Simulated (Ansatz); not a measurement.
This script drives Ansatz's Python interface.

`run_bend.py`:
```python
import ansatz as az
from ase import Atoms


def main() -> None:
    atoms = Atoms(["F", "Ge", "O", "Si", "H", "H", "H", "H", "H"], positions=[
        [-0.5821, 2.1308, -1.9785],
        [-0.5812, 0.7005, -1.036],
        [0.6665, 0.8563, 0.1989],
        [0.7395, -0.6168, 1.0792],
        [-0.2635, -0.5005, -1.9889],
        [-1.9577, 0.5069, -0.361],
        [1.7171, -0.5884, 2.1402],
        [-0.6124, -0.7993, 1.7065],
        [0.9622, -1.7357, 0.2226],
    ])

    first = az.Crystal.molecule_from_ase(atoms).calculation()
    first = first.basis(gaussian="def2-SVP")
    first = first.functional("cam_b3lyp")
    first = first.relax(force_tolerance=0.02, max_steps=80)
    atoms.positions = first.run().report["positions_ang"]

    rows = []
    for angle in [90, 100, 110, 120, 135, 150, 165, 179]:
        bent = atoms.copy()
        bent.set_angle(1, 2, 3, angle, indices=[3, 6, 7, 8])
        calc = (
            az.Crystal.molecule_from_ase(bent).calculation()
            .basis(gaussian="def2-SVP")
            .functional("cam_b3lyp")
        )
        rows.append((angle, calc.run().report["free_energy_ev"]))
    floor = min(e for _, e in rows)
    for angle, e in rows:
        print(f"angle Ge1-O2-Si3 = {angle:3d} deg   {1000 * (e - floor):9.1f} meV")


if __name__ == "__main__":
    main()
```

It is started by `python run_bend.py`. Estimate its wall time and peak memory on 1 thread of Arm Neoverse V1, with other jobs on the host.

It took about 95 s, with a peak of 0.35 GiB, for 9 runs of the engine.

Running `python run_bend.py` prints:
```text
angle Ge1-O2-Si3 =  90 deg      1454.8 meV
angle Ge1-O2-Si3 = 100 deg       697.5 meV
angle Ge1-O2-Si3 = 110 deg       329.9 meV
angle Ge1-O2-Si3 = 120 deg       145.4 meV
angle Ge1-O2-Si3 = 135 deg        29.1 meV
angle Ge1-O2-Si3 = 150 deg         0.0 meV
angle Ge1-O2-Si3 = 165 deg         0.7 meV
angle Ge1-O2-Si3 = 179 deg         0.7 meV
```

The scan is rigid, and the energies are electronic, in a modest basis. The zero is the lowest point of the grid, which needn't be the minimum.
